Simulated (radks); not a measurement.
# Ba³⁺ in [Kr] 4d10 5s1 5p5 6s1: an all-electron calculation

What are the levels of the barium ion Ba3+, how large are its shells, and how does its energy divide?

The numbers are computed with radks (a radial shooting solver on a logarithmic mesh, Libxc functionals) version 1 (scalar-relativistic Kohn-Sham, BLYP, spin-polarised, spherical densities, finite nucleus; open shells are filled with parallel spins first), except any that are marked as measured or tabulated.

### 1 What is computed

| Item | Value |
| --- | --- |
| element | barium (Z = 56) |
| charge | +3 |
| electrons | 53 |
| configuration | [Kr] 4d10 5s1 5p5 6s1 |
| nuclear rms radius | 4.8378 fm |

The outer shells:

Ba³⁺
```
[Kr] core
4d [↑↓][↑↓][↑↓][↑↓][↑↓]
5s [↑ ]
5p [↑↓][↑↓][↑ ]
6s [↑ ]
```

### 2 The calculation

Settings of this run:

```text
Z 56
configuration [Kr] 4d10 5s1 5p5 6s1 5d0 6p0
relativity scalar-relativistic
functional b88,lyp
spin polarised
nucleus finite rms 4.8378 fm
c 137.035999084
```

Q: Predict the outcome of this run.

The runs gave:

```
                        quantity                   value
                    total energy      -8132.6533 hartree
exchange-correlation share of it                  2.42 %
                            −T/E                  1.0556
          highest occupied level       6s up, -22.194 eV
    most extended occupied level  6s up, <r> = 3.40 bohr
 radius at density 0.001 e/bohr³               4.36 bohr
    maxima of the radial density                       4
```

What this shows: The radial density shows 4 maxima for 6 occupied principal shells; where shells overlap, one shows as a shoulder or not at all. Relativity lifts −T/E to 1.056. This is not the tabulated ground configuration, so its levels and sizes aren't those of the ground state, and no measured value stands beside it.
